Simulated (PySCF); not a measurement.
# C₅H₆FNO: spin-spin couplings

Wanted: the spin-spin couplings of C₅H₆FNO (`O=CN[C@@H]1C=C[C@H]1F`), by calculation.

The runs use PySCF 2.14.0, with density-fitted response routines of our own; the level of theory stands in each step. All values are computed, except where a source is named. Atoms are numbered from 0 throughout.

### Step 1. The molecule as given

14 atoms, charge 0, multiplicity 1; geometry from: GFN2-xTB.

Bonds of the start (Å): O0–C1 1.20, C1–N2 1.35, N2–C3 1.43, C3–C4 1.51, C4–C5 1.33, C5–C6 1.51, C6–F7 1.37, C6–C3 1.56, C1–H8 1.11, N2–H9 1.01, C3–H10 1.09, C4–H11 1.07, C5–H12 1.07, C6–H13 1.09.

### Step 2. Spin-spin couplings: B3LYP/pcJ-1

The job: settings as JSON, then the geometry in Å.

```
{"job": {"kind": "j", "xc": "B3LYP", "basis": "pcJ-1"}, "charge": 0, "multiplicity": 1}
O      1.643815     1.596999     1.819477
C      2.030830     0.764797     1.043480
N      1.237436     0.003920     0.256481
C     -0.191618     0.132993     0.259841
C     -1.023764    -1.124324     0.367537
C     -1.690719    -0.908724    -0.763471
C     -0.904382     0.327125    -1.116715
F     -1.613497     1.488152    -1.259481
H      3.100268     0.529320     0.892926
H      1.643786    -0.684913    -0.356465
H     -0.444114     0.915389     0.979710
H     -1.037548    -1.895413     1.114032
H     -2.502835    -1.392145    -1.270612
H     -0.248335     0.246351    -1.988906
```

Level: B3LYP/pcJ-1 indirect spin-spin coupling, non-relativistic, gas phase.

Run with:

```console
OMP_NUM_THREADS=1 python probes_run.py task.json out
```

One launch serves the whole session: the jobs run in the order shown.

What will the session give for the following? largest coupling (B3LYP/pcJ-1). Wanted: largest coupling.

The runs gave:

| quantity | value |
| --- | --- |
| largest coupling (B3LYP/pcJ-1) | 1J(C,F) C6–F7, -285.5 Hz |

In words: In the run at B3LYP/pcJ-1, the largest coupling is C6–F7, -285.5 Hz, of which the Fermi-contact term gives -318.1 Hz. Couplings across rotatable bonds belong to this one conformer; where others are populated, the observed values are averages.
